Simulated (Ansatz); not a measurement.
# C2H10BNSi: how energies converge with the basis set

An exercise on one series of results from a longer session: the logs are not shown, and one member is left open.

The runs use Ansatz 0.2.0, Gaussian basis; one geometry, several basis sets.

Levels to be run: PBE0-D4/def2-SVP; ωB97M-V/def2-SVP; PBE0-D4/def2-QZVPP; ωB97M-V/def2-QZVPP; the functionals' def2-TZVPP values are taken from earlier runs.

### Structure used throughout

The geometry comes from an earlier relaxation with PBE0-D4 in a triple-zeta def2 set; it is a stationary point, not always the lowest conformer.

SMILES `CB(N)C[SiH3]`, 15 atoms, charge 0, spin multiplicity 1.

Atoms are counted from 1 here; the program's logs count them from 0.

Bond lengths: C1–B2 1.576 Å, C1–H6 1.093 Å, C1–H7 1.095 Å, C1–H8 1.096 Å, B2–N3 1.399 Å, B2–C4 1.576 Å, N3–H9 1.006 Å, N3–H10 1.005 Å, C4–Si5 1.873 Å, C4–H11 1.095 Å, C4–H12 1.096 Å, Si5–H13 1.489 Å, Si5–H14 1.490 Å, Si5–H15 1.489 Å. Angles: B2–C1–H6 114.1°, B2–C1–H7 111.1°, B2–C1–H8 109.9°, H6–C1–H7 107.9°, H6–C1–H8 107.6°, H7–C1–H8 105.8°, C1–B2–N3 119.9°, C1–B2–C4 120.8°, N3–B2–C4 119.3°, B2–N3–H9 123.6°, B2–N3–H10 122.8°, H9–N3–H10 113.6°, B2–C4–Si5 111.1°, B2–C4–H11 111.4°, B2–C4–H12 112.7°, Si5–C4–H11 106.9°, Si5–C4–H12 106.8°, H11–C4–H12 107.7° and more.

The first run:

in.yaml

```yaml
crystal:
  periodic: [false, false, false]
  atoms:
    - {symbol: C, position_ang: [-1.801371, -0.362015, -0.549445]}
    - {symbol: B, position_ang: [-0.243348, -0.583120, -0.465381]}
    - {symbol: N, position_ang: [0.480472, -0.892360, -1.622228]}
    - {symbol: C, position_ang: [0.520462, -0.424546, 0.903952]}
    - {symbol: Si, position_ang: [1.083071, 1.343939, 1.159821]}
    - {symbol: H, position_ang: [-2.200226, -0.372861, -1.567235]}
    - {symbol: H, position_ang: [-2.091462, 0.586006, -0.084746]}
    - {symbol: H, position_ang: [-2.320837, -1.142920, 0.017661]}
    - {symbol: H, position_ang: [1.474442, -1.044974, -1.632050]}
    - {symbol: H, position_ang: [0.051936, -0.970839, -2.528232]}
    - {symbol: H, position_ang: [-0.123653, -0.679195, 1.751766]}
    - {symbol: H, position_ang: [1.415411, -1.053943, 0.964609]}
    - {symbol: H, position_ang: [-0.060429, 2.290341, 1.039565]}
    - {symbol: H, position_ang: [1.695339, 1.535693, 2.504158]}
    - {symbol: H, position_ang: [2.098294, 1.719994, 0.137185]}
basis:
  gaussian: {orbitals: def2-SVP}
hamiltonian: {xc: pbe0, dispersion: d4}
output: {orbitals: {seedname: orbitals}}
```

Among the steps run: PBE0-D4 in def2-SVP; ωB97M-V in def2-SVP; PBE0-D4 in def2-QZVPP; ωB97M-V in def2-QZVPP.

One of the session's tables, all rows but one given; the rest of the session is left out.

It belongs to the step «Functionals by basis». 

| functional | basis | HOMO (eV) | LUMO (eV) |
| --- | --- | --- | --- |
| PBE0-D4 | def2-SVP | ? | ? |
| PBE0-D4 | def2-TZVPP | -7.97 | 0.55 |
| PBE0-D4 | def2-QZVPP | -7.99 | 0.26 |
| ωB97M-V | def2-SVP | -10.17 | 2.90 |
| ωB97M-V | def2-TZVPP | -10.28 | 1.90 |
| ωB97M-V | def2-QZVPP | -10.30 | 1.37 |

Estimate the missing values for PBE0-D4, def2-SVP.

As computed: HOMO (eV): -7.85; LUMO (eV): 0.97. In the column «HOMO (eV)» it is the highest.
